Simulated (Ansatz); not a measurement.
# A single-point run on HRu6Cl8

The system is HRu6Cl8, a structure type of another compound, with these elements put in. Wanted, at the geometry given: gap or metal, charges, bonding, and the stress on the cell.

Method: DFT, PBE, no spin polarisation, plane waves, PAW, in Ansatz 0.2.0.

The structure is cubic, space group Fm-3m (No. 225). Conventional cell: a = 10.290 Å, b = 10.290 Å, c = 10.290 Å, α = 90.00°, β = 90.00°, γ = 90.00°. Around Cl (site symmetry 4mm) lie 1 H at 2.50 Å and 4 Ru at 2.57 Å. Cl (site symmetry -43m) has 6 Ru at 2.57 Å as nearest neighbours. Ru (site symmetry mmm) has 6 Cl at 2.57 Å as nearest neighbours. Around H (site symmetry m-3m) lie 6 Cl at 2.50 Å.

Coordinates:

```xyz
15
Lattice="0.0000 5.1449 5.1449 5.1449 0.0000 5.1449 5.1449 5.1449 0.0000" Properties=species:S:1:pos:R:3 pbc="T T T"
Cl    2.5004    5.1449    5.1449
Cl    5.1449    2.5004    5.1449
Cl    7.7894    5.1449    5.1449
Cl    5.1449    7.7894    5.1449
Cl    5.1449    5.1449    2.5004
Cl    5.1449    5.1449    7.7894
Cl    2.5725    2.5725    2.5725
Cl    7.7174    7.7174    7.7174
Ru    0.0000    2.5725    2.5725
Ru    2.5725    5.1449    2.5725
Ru    5.1449    2.5725    2.5725
Ru    2.5725    0.0000    2.5725
Ru    2.5725    2.5725    5.1449
Ru    2.5725    2.5725    0.0000
H     0.0000    0.0000    0.0000
```

The run starts from a saved solution of this cell (checkpoint.read), perhaps found on another mesh.

```
                                                 quantity                                   value
                                            largest force                        0.267 eV/Å on Cl
                                                 pressure                                -7.6 GPa
           formation energy (elements from separate runs)                            0.74 eV/atom
                                                character                                   metal
density of states, mean within 0.25 eV of the Fermi level                      28 per eV per cell
                                            Bader charges  Cl -0.56 to -0.49, Ru +0.67, H +0.07 e
```

**Reading.** It is a metal; within 0.25 eV of the Fermi level the density of states averages 28 per eV per cell, mostly Ru d (86 %). At -7.6 GPa the cell is stretched and would shrink. Against the elements' reference phases (Cl2 molecule, Ru hcp, H2 molecule; separate runs with the same functional) the formation energy is 0.74 eV per atom, so at this geometry it is not bound against them. Ru loses most charge (+0.67 e on average) and Cl gains most (-0.51 e).

Caveats: an odd count of electrons without spin polarisation forces a partly filled band; many states at the Fermi level without spin polarisation, so a magnetic state may lie lower.

Q: Write an input and a launch command for the first run that leads to these results.

One input that does so (others would too):

input.yaml reads:

```yaml
crystal:
  lattice:
    - [0.0, 5.144913, 5.144913]
    - [5.144913, 0.0, 5.144913]
    - [5.144913, 5.144913, 0.0]
  atoms:
    - { symbol: Cl, position: [0.757, 0.243, 0.243] }
    - { symbol: Cl, position: [0.243, 0.757, 0.243] }
    - { symbol: Cl, position: [0.243, 0.757, 0.757] }
    - { symbol: Cl, position: [0.757, 0.243, 0.757] }
    - { symbol: Cl, position: [0.243, 0.243, 0.757] }
    - { symbol: Cl, position: [0.757, 0.757, 0.243] }
    - { symbol: Cl, position: [0.25, 0.25, 0.25] }
    - { symbol: Cl, position: [0.75, 0.75, 0.75] }
    - { symbol: Ru, position: [0.5, 0.0, 0.0] }
    - { symbol: Ru, position: [0.5, 0.0, 0.5] }
    - { symbol: Ru, position: [0.0, 0.5, 0.5] }
    - { symbol: Ru, position: [0.0, 0.5, 0.0] }
    - { symbol: Ru, position: [0.5, 0.5, 0.0] }
    - { symbol: Ru, position: [0.0, 0.0, 0.5] }
    - { symbol: H, position: [0.0, 0.0, 0.0] }
  symmetry: { tolerance: 0.0003 }
kpoints:
  mp_grid: { grid: [6, 6, 6], shift: [0, 0, 0] }
magnetization:
  spin_polarized: false
scf:
  occupations: { method: fermi_dirac }
  lower_state_search: "off"
  max_iter: 200
hamiltonian:
  pseudopotentials: { kind: paw }
  xc: pbe
basis:
  ecutwfc: 420
  fft_grid_basis: typed
output:
  forces: true
  stress: true
  eigenvalues: true
  bader: true
  populations: true
  elf: true
  write_potential: true
  volumetric_format: npy
  dos:
    e_range: [-12, 8]
    de: 0.05
    projected: { site_lists: { Cl: [Cl], H: [H], Ru: [Ru] } }
  write_density: true
checkpoint:
  read: saved_state
```

Run with:

```sh
ansatz run input.yaml --threads 1 --pin off --max-ram 2560MiB --backend cpu --events-out ev --progress --plain --runs-dir out
```
